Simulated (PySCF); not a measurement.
# [TeCl3]-: relaxation and vibrations of the singlet

The task is one start of a wider search on [TeCl3]-: the singlet, from a PBE0 minimum start. It is relaxed, tested by its Hessian and followed downhill if it is a saddle.

Program: PySCF 2.14.0. Level of theory: PBE0, basis Te def2-SVPD with ECP28, Cl def2-SVPD, scalar-relativistic core potentials, no spin–orbit coupling, density fitting. These are calculated values, not measurements.

## 1. The system as given

4 atoms, charge -1, spin multiplicity 1.

Bond lengths: Te1–Cl2 2.588 Å, Te1–Cl3 2.414 Å, Te1–Cl4 2.588 Å. Angles: Cl2–Te1–Cl3 92.7°, Cl2–Te1–Cl4 174.5°, Cl3–Te1–Cl4 92.7°.

Z-matrix (Å, degrees; charge -1 multiplicity 1):
```
Te
Cl 1 2.5884
Cl 1 2.4139 2 92.75
Cl 1 2.5884 2 174.50 3 180.00
```

## 2. The SCF at the typed geometry

One driver script runs all steps and calls PySCF; scf.py shows how it sets up the SCF of each step. The optimiser is the driver's own. After this first run the driver tries any further starts and a stability analysis.

Input file scf.py:

```python
from pyscf import gto, scf, dft
mol = gto.M(atom='''
Te    -0.322510    -0.000000     0.000000
Cl    -0.446660     2.585440    -0.000000
Cl     2.091410    -0.000000    -0.000000
Cl    -0.446660    -2.585440    -0.000000''',
    basis={'Te': 'def2-SVPD', 'Cl': 'def2-SVPD'},
    ecp={'Te': 'def2-SVPD'},
    charge=-1, spin=0)
mf = dft.RKS(mol, xc='PBE0')
mf.grids.atom_grid = (50, 194)
aux = {'Te': 'def2-universal-JKFIT', 'Cl': 'def2-universal-JKFIT'}
mf = mf.density_fit(auxbasis=aux)
mf.conv_tol = 1e-08
mf.diis_space = 10
mf.max_cycle = 60
mf.init_guess = 'minao'
mf.verbose = 4
mf.kernel()
```

The run is started by

```sh
> OMP_NUM_THREADS=4 python axn.py task.json out
```

Further steps of the session: Relaxing the singlet from the PBE0 minimum start; Is it a minimum? Harmonic modes.

**Question.** What will these runs give? Wanted: minimum; geometry; wavenumbers; dipole moment; highest occupied, lowest empty level; polar-tensor charge of Te1; zero-point energy.

**Answer**, as computed:

| quantity | value |
| --- | --- |
| minimum | singlet, C2v |
| geometry | Te–Cl 2.414 Å, Te–Cl 2.588 Å (×2); Cl–Te–Cl 92.8° (×2), Cl–Te–Cl 174.4° |
| wavenumbers (cm⁻¹) | 64 (a1), 108 (b1), 114 (b2), 240 (b2), 248 (a1), 338 (a1) |
| dipole moment (centre of mass) | 0.77 D |
| highest occupied, lowest empty level | -2.17, 1.12 eV |
| polar-tensor charge of Te1 | +1.34 e |
| zero-point energy | 6.7 kJ/mol |
| entropy at 298.15 K | 359.0 J/(mol K) |

In words: The molecule stays C2v, as typed, and the end point is a minimum. The strongest infrared band lies at 240 cm⁻¹ (b2, stretch). Other starts or spin states, not run here, may lie lower. Spin–orbit coupling is left out.
